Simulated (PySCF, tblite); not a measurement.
**C6H8NO2 radical: geometry, infrared bands and EPR parameters**

Aim: predict the infrared bands and EPR parameters of C6H8NO2 radical (`C/C=N/C(=O)[CH]CC=O`).

Computed with tblite 0.8.0 and PySCF 2.14.0, with density-fitted response routines of our own, on a single molecule in the gas phase. Atoms count from 0, in the outputs and in this text.

## Step 1: Starting geometry

17 atoms, charge 0, multiplicity 2; geometry from: force field or distance geometry start.

Bonds of the start (Å): C0–C1 1.51, C1–N2 1.26, N2–C3 1.43, C3–O4 1.26, C3–C5 1.50, C5–C6 1.50, C6–C7 1.50, C7–O8 1.22, C0–H9 1.09, C0–H10 1.10, C0–H11 1.13, C1–H12 1.09, C5–H13 1.11, C6–H14 1.11, C6–H15 1.13, C7–H16 1.10.

## Step 2: Optimising the geometry with GFN2-xTB

What the job is given:

```
{"job": {"kind": "relax", "xc": "GFN2-xTB", "basis": "xTB"}, "charge": 0, "multiplicity": 2}
C      3.495500     0.257100     0.120000
C      2.276600    -0.630600     0.028900
N      1.168200    -0.071300    -0.188700
C     -0.078100    -0.769000    -0.307900
O     -0.216700    -1.932700     0.157500
C     -1.193100    -0.035500    -0.989900
C     -2.330400     0.005400    -0.008500
C     -3.516400     0.730500    -0.568200
O     -3.434900     1.943700    -0.577000
H      4.264600    -0.224300     0.731800
H      3.878700     0.497100    -0.882500
H      3.150800     1.246200     0.546700
H      2.351100    -1.706800     0.177800
H     -0.855500     0.997900    -1.232600
H     -2.608100    -1.039800     0.231700
H     -1.966500     0.551600     0.905800
H     -4.392700     0.192400    -0.946500
```

Command:

```
> OMP_NUM_THREADS=1 python probes_run.py task.json out
```

The driver reads the jobs from task.json and runs them one after another.

Standard output:

```text
step      E/eV     max force
  0    -757.14647    3.600
  1    -757.46310    2.639
  2    -757.69824    1.508
  3    -757.82379    1.350
  4    -757.87125    0.918
  5    -757.90074    0.551
  6    -757.93298    0.498
  7    -757.95623    0.470
  8    -757.97972    0.428
  9    -757.99930    0.461
 10    -758.01732    0.347
 11    -758.02987    0.304
 12    -758.03643    0.211
 13    -758.04080    0.211
 14    -758.04692    0.253
 15    -758.05456    0.289
 16    -758.06252    0.215
 17    -758.06960    0.227
 18    -758.07601    0.232
 19    -758.08177    0.273
 20    -758.08679    0.200
 21    -758.09152    0.191
 22    -758.09745    0.213
 23    -758.10666    0.308
 24    -758.11985    0.386
 25    -758.13379    0.335
 26    -758.14681    0.328
 27    -758.16043    0.315
 28    -758.17367    0.416
 29    -758.19211    0.456
 30    -758.21301    0.390
 31    -758.23398    0.328
 32    -758.25505    0.333
 33    -758.27837    0.500
 34    -758.28434    0.658
 35    -758.29854    0.925
 36    -758.31242    1.216
 37    -758.34519    0.287
 38    -758.35549    0.297
 39    -758.36473    0.261
 40    -758.36920    0.270
 41    -758.37180    0.126
 42    -758.37379    0.124
 43    -758.37559    0.118
 44    -758.37706    0.129
 45    -758.37910    0.116
 46    -758.38059    0.098
 47    -758.38180    0.090
 48    -758.38284    0.093
 49    -758.38400    0.104
 50    -758.38516    0.092
 51    -758.38624    0.103
 52    -758.38726    0.088
 53    -758.38838    0.107
 54    -758.38974    0.110
 55    -758.39117    0.084
 56    -758.39236    0.096
 57    -758.39327    0.087
 58    -758.39408    0.081
 59    -758.39481    0.059
 60    -758.39558    0.067
 61    -758.39614    0.083
 62    -758.39688    0.093
 63    -758.39770    0.087
 64    -758.39854    0.083
 65    -758.39936    0.095
 66    -758.40040    0.099
 67    -758.40203    0.118
 68    -758.40445    0.148
 69    -758.40716    0.140
 70    -758.40924    0.134
 71    -758.40787    0.468
 72    -758.41121    0.102
 73    -758.41178    0.098
 74    -758.41318    0.106
 75    -758.41377    0.111
 76    -758.41454    0.065
 77    -758.41520    0.088
 78    -758.41618    0.087
 79    -758.41748    0.092
 80    -758.41760    0.198
 81    -758.41856    0.066
 82    -758.41885    0.058
 83    -758.41955    0.049
 84    -758.42020    0.065
 85    -758.42117    0.111
 86    -758.42210    0.094
 87    -758.42291    0.068
 88    -758.42356    0.046
 89    -758.42421    0.050
 90    -758.42486    0.064
 91    -758.42523    0.087
 92    -758.42578    0.072
 93    -758.42616    0.058
 94    -758.42698    0.069
 95    -758.42755    0.076
 96    -758.42873    0.102
 97    -758.42980    0.094
 98    -758.43049    0.095
 99    -758.43089    0.080
100    -758.43139    0.055
101    -758.43224    0.064
102    -758.43286    0.069
103    -758.43345    0.082
104    -758.43414    0.081
105    -758.43503    0.062
106    -758.43611    0.067
107    -758.43727    0.088
108    -758.43859    0.097
109    -758.43981    0.156
110    -758.44152    0.124
111    -758.44337    0.118
112    -758.44533    0.120
113    -758.44599    0.060
114    -758.44648    0.070
115    -758.44704    0.074
116    -758.44728    0.047
117    -758.44763    0.044
118    -758.44794    0.051
119    -758.44828    0.062
120    -758.44863    0.053
121    -758.44896    0.038
122    -758.44924    0.054
123    -758.44944    0.037
124    -758.44978    0.045
125    -758.45011    0.056
126    -758.45055    0.085
127    -758.45130    0.103
128    -758.45240    0.147
129    -758.45367    0.071
130    -758.45383    0.201
131    -758.45484    0.053
132    -758.45506    0.051
133    -758.45524    0.030
134    -758.45536    0.044
135    -758.45546    0.030
136    -758.45558    0.038
137    -758.45575    0.037
138    -758.45597    0.041
139    -758.45619    0.046
140    -758.45635    0.025
141    -758.45648    0.050
142    -758.45663    0.024
143    -758.45677    0.018
144    -758.45685    0.023
145    -758.45692    0.015
146    -758.45697    0.016
147    -758.45699    0.010
```

Run time: 0.83 s. Hardware: 1 thread of Arm Neoverse V2, shared host.

Step by step: (not every step is listed)

```tsv
step	energy from step 0 (eV)	largest force (eV/Å)
0	0.0000	3.5998
1	-0.3166	2.6386
2	-0.5518	1.5077
3	-0.6773	1.3502
4	-0.7248	0.9180
5	-0.7543	0.5511
6	-0.7865	0.4976
7	-0.8098	0.4697
8	-0.8333	0.4283
21	-0.9450	0.1905
34	-1.1379	0.6579
47	-1.2353	0.0901
60	-1.2491	0.0671
73	-1.2653	0.0983
86	-1.2756	0.0944
99	-1.2844	0.0799
112	-1.2989	0.1202
125	-1.3036	0.0557
138	-1.3095	0.0410
142	-1.3102	0.0242
143	-1.3103	0.0179
144	-1.3104	0.0227
145	-1.3104	0.0151
146	-1.3105	0.0156
147	-1.3105	0.0095
```

Distances of close pairs at the start and the end, largest changes first:

```tsv
bond	before (Å)	after (Å)	change (Å)
C3–C5	1.499	1.424	-0.075
C0–H11	1.131	1.086	-0.045
N2–C3	1.433	1.390	-0.044
C5–H13	1.114	1.077	-0.037
C5–C6	1.503	1.470	-0.033
C3–O4	1.261	1.229	-0.032
C6–H15	1.125	1.096	-0.030
C0–C1	1.511	1.483	-0.028
```

The next job starts from the end point, and lists it.

## Step 3: Harmonic vibrations with GFN2-xTB

What the job is given:

```
{"job": {"kind": "ir", "xc": "GFN2-xTB", "basis": "xTB"}, "charge": 0, "multiplicity": 2}
C      3.505475     0.136792    -0.126107
C      2.125121    -0.361638    -0.338470
N      1.188877    -0.069398     0.441498
C     -0.114070    -0.552613     0.429924
O     -0.364545    -1.750005     0.550616
C     -1.093187     0.479151     0.368828
C     -2.510504     0.113118     0.232073
C     -3.074884     0.281633    -1.169712
O     -2.528313     0.782018    -2.104055
H      4.188354    -0.709229    -0.063855
H      3.810254     0.745174    -0.976575
H      3.564744     0.723092     0.785838
H      1.966659    -0.975850    -1.232581
H     -0.781021     1.504284     0.262201
H     -2.635244    -0.939694     0.508264
H     -3.150967     0.726233     0.875740
H     -4.103747    -0.121037    -1.245192
```

Standard output:

```text
mode    cm-1     km/mol
  1      29.6      5.48
  2      48.8      8.34
  3      68.5     14.42
  4     107.8      6.04
  5     137.2      0.96
  6     155.4      1.49
  7     176.1      0.47
  8     236.8     10.46
  9     278.7      2.27
 10     373.4      2.61
 11     469.0     14.67
 12     555.0      9.65
 13     604.6      7.76
 14     638.5      8.71
 15     707.8     10.28
 16     747.8     55.34
 17     833.9     17.57
 18     893.5     16.65
 19     907.7     23.39
 20     960.7     64.67
 21    1022.4      6.87
 22    1030.9      1.70
 23    1100.8      0.92
 24    1112.7     94.22
 25    1140.0     12.82
 26    1157.4     83.93
 27    1228.2    134.48
 28    1311.9     22.11
 29    1331.5     36.29
 30    1360.3     19.28
 31    1379.2     43.77
 32    1400.6     17.93
 33    1450.1     11.67
 34    1450.9     15.50
 35    1585.5    253.55
 36    1764.0    123.03
 37    1802.0    379.40
 38    2757.1    166.80
 39    2876.2     58.78
 40    2921.0      7.51
 41    2946.6      2.49
 42    3011.7      7.53
 43    3023.6      6.58
 44    3066.9     12.25
 45    3117.0     12.68
```

It took 0.47 s on 1 thread of Arm Neoverse V2, shared host.

The strongest bands and the atoms that carry them (share of the mass-weighted mode):

```tsv
cm⁻¹	km/mol	atoms
961	64.7	C6 14 %, C7 12 %, H16 11 %, H15 11 %
1113	94.2	C3 24 %, N2 16 %, H11 14 %, C1 13 %
1157	83.9	C6 26 %, C5 24 %, H14 20 %, H13 11 %
1228	134.5	H14 50 %, C6 18 %, H15 17 %
1586	253.6	C3 63 %, O4 35 %
1764	123.0	C1 52 %, N2 45 %
1802	379.4	C7 58 %, O8 40 %
2757	166.8	H16 94 %
```

## Step 4: EPR parameters: B3LYP/pcH-1

Settings changed since step 3:

```diff
@@ -1,2 +1,2 @@
-{"job": {"kind": "ir", "xc": "GFN2-xTB", "basis": "xTB"}, "charge": 0, "multiplicity": 2}
+{"job": {"kind": "epr", "basis": "pcH-1"}, "charge": 0, "multiplicity": 2}
 C      3.505475     0.136792    -0.126107
```

Method: UKS B3LYP, pcH-1 on C H N O, non-relativistic, mean-field spin-orbit, GIAO.

Standard output:

```text
UKS, coarse grid
  cycle   1  E = -438.33146702  |g| = 8.43e-01
  cycle   2  E = -436.44871047  |g| = 2.15e+00
  cycle   3  E = -438.52899250  |g| = 4.10e-01
  cycle   4  E = -438.60167348  |g| = 1.70e-01
  cycle   5  E = -438.60849105  |g| = 9.94e-02
  cycle   6  E = -438.61249391  |g| = 2.14e-02
  cycle   7  E = -438.61273207  |g| = 1.08e-02
  cycle   8  E = -438.61279556  |g| = 7.02e-03
  cycle   9  E = -438.61282754  |g| = 2.29e-03
  cycle  10  E = -438.61283275  |g| = 8.79e-04
UKS, final grid
  cycle   1  E = -438.61286141  |g| = 1.14e-03
  cycle   2  E = -438.61285965  |g| = 2.57e-03
  cycle   3  E = -438.61286222  |g| = 2.72e-04
  cycle   4  E = -438.61286228  |g| = 1.79e-04
  cycle   5  E = -438.61286233  |g| = 1.32e-04
  cycle   6  E = -438.61286234  |g| = 2.69e-05
  cycle   7  E = -438.61286234  |g| = 7.75e-06
E = -438.61286234 Eh   <S^2> = 0.7586 (exact 0.7500)
g shifts (ppm)      1          2          3
  rmc          -182       -182       -182
  gc             -3         36         36
  oz_so          66       1256       3692
  total        -118       1111       3546
hyperfine (MHz)  atom isotope    a_iso     a_fc   dipolar eigenvalues
    0   13C       2.88       2.88     -0.42     -0.33      0.76
    1   13C      -1.16      -1.16     -1.89      0.01      1.88
    2   14N       2.55       2.55     -2.24     -1.76      4.00
    3   13C     -40.49     -40.49     -9.87      2.63      7.24
    4   17O     -13.97     -13.97    -65.99     32.51     33.48
    5   13C      74.21      74.21    -67.59    -66.95    134.53
    6   13C     -26.56     -26.56     -2.09      0.50      1.59
    7   13C      58.15      58.15     -5.36     -4.59      9.94
    8   17O      -1.04      -1.04     -2.13      0.23      1.90
    9    1H      -0.97      -0.97     -0.62     -0.58      1.20
   10    1H       0.08       0.08     -0.64     -0.53      1.16
   11    1H      -0.23      -0.23     -0.90     -0.79      1.70
   12    1H       9.97       9.97     -1.56     -1.05      2.62
   13    1H     -52.96     -52.96    -31.69     -1.68     33.37
   14    1H       8.65       8.65     -4.43     -2.97      7.40
   15    1H      64.67      64.67     -4.42     -3.45      7.87
   16    1H      14.54      14.54     -2.60     -1.66      4.26
```

It took 1.8 min on 1 thread of Arm Neoverse V2, shared host; peak memory 0.98 GiB.

Principal g values 2.00220, 2.00343, 2.00587; g(iso) = 2.00383, against 2.00232 for a free electron.

Mean a(iso) over the nuclei that a row names, and the largest dipolar term of the row (other rows stand at the frozen geometry):

```tsv
nuclei	isotope	a(iso) (MHz)	a(iso) (G, at g = 2.0023)	largest dipolar term (MHz)
C5	13C	74.2	26.5	134.5
C7	13C	58.2	20.7	9.9
H13	1H	-53.0	-18.9	33.4
C3	13C	-40.5	-14.4	-9.9
H14, H15	1H	36.7	13.1	7.9
C6	13C	-26.6	-9.5	-2.1
H16	1H	14.5	5.2	4.3
O4	17O	-14.0	-5.0	-66.0
H12	1H	10.0	3.6	2.6
C0	13C	2.9	1.0	0.8
N2	14N	2.6	0.9	4.0
C1	13C	-1.2	-0.4	-1.9
O8	17O	-1.0	-0.4	-2.1
H9, H10, H11	1H	-0.4	-0.1	1.7
```

Mulliken spin populations:

C0 0.00; C1 -0.01; N2 0.04; C3 -0.09; O4 0.21; C5 0.87; C6 -0.07; C7 0.04; O8 0.00; H9 0.00; H10 0.00; H11 0.00; H12 0.01; H13 -0.04; H14 0.00; H15 0.03; H16 0.01

In first order the couplings over 0.8 MHz of 1H, 14N give 72 distinct lines over 55.6 G, if the averaged nuclei exchange fast; the same motion can average rows kept apart here too.

Orbitals, density, ELF and potential are computed afterwards from the orbital file.

ELF in a plane through or near 7 of the atoms.

Ten even steps from ' ' (0.00) to '@' (1.00):
```
                                                        
                                                        
                                                        
                                  ..--====..            
                                ..==##%%##==            
          ::--..                --##%%%%%%==            
        ::**%%++    ..          --##**++**..  ..        
        ..++%%++  ::--..          --##%%==**%%@@--      
        ..--**==--++**--    ....    ==::..@@@@@@##      
      ::##%%**==##::++==....----..  ++##++@@@@@@**      
      ##@@@@@@**%%  ++**++****++..::++**::::****..      
      **@@@@@@==++**%%**##==::==  ::%%%%--              
      --@@@@**..::++##++========  ::@@@@##..            
        ::--..    ::==....++##++  ..@@@@%%::            
                        ..--++==..  **%%++              
                          ::----      ::                
                            ..                          
                                                        
                                                        
                                                        
```
The map spans 13.6 Å across and 9.1 Å up, centred on the molecule. Atoms in the plane (x, y in Å): C1 (-2.1, 0.1), C3 (0.1, -0.8), C7 (3.1, 0.9), O8 (2.6, 2.0), H9 (-4.2, -0.2), H14 (2.6, -1.2), H16 (4.1, 0.7).

On the surface of density 0.002 e/bohr³ the electrostatic potential runs, from the 1st to the 99th percentile, from -1.73 V near O4 to 1.26 V near H15.

The spin density lies nearest to C5 54 %; O4 17 %; H13 7 %; C3 7 % (both signs).

## Step 5: Summary of results

```
                                                                  quantity                  value
                                 strongest single infrared mode (GFN2-xTB)  1802 cm⁻¹, 379 km/mol
                                              zero-point energy (GFN2-xTB)          79.0 kcal/mol
                                                            g(iso) (B3LYP)                2.00383
                                                                      ⟨S²⟩     0.759 (exact 0.75)
                                        largest a(iso) (averaged by class)    13C on C5, 74.2 MHz
potential on the surface of density 0.002 e/bohr³, 1st and 99th percentile     -1.73 V and 1.26 V
```

Relaxing lowered the energy by 1.311 eV in 147 steps; the close pair that moved most is C3–C5, from 1.499 to 1.424 Å. All 45 modes are real, so the xTB geometry is a minimum. The strongest single mode, at 1802 cm⁻¹, moves mainly C7 and O8. GFN2-xTB is a fitted tight-binding method: band positions and strengths are rough. Its intensities can rank the bands wrongly. Most of the unpaired spin sits on C5 (0.87 e). The isotropic g lies 1.5 ppt above the free-electron value. The conformer search (at its own cheap level) found a structure 7.1 kcal/mol lower, so these spectra needn't be the molecule's.
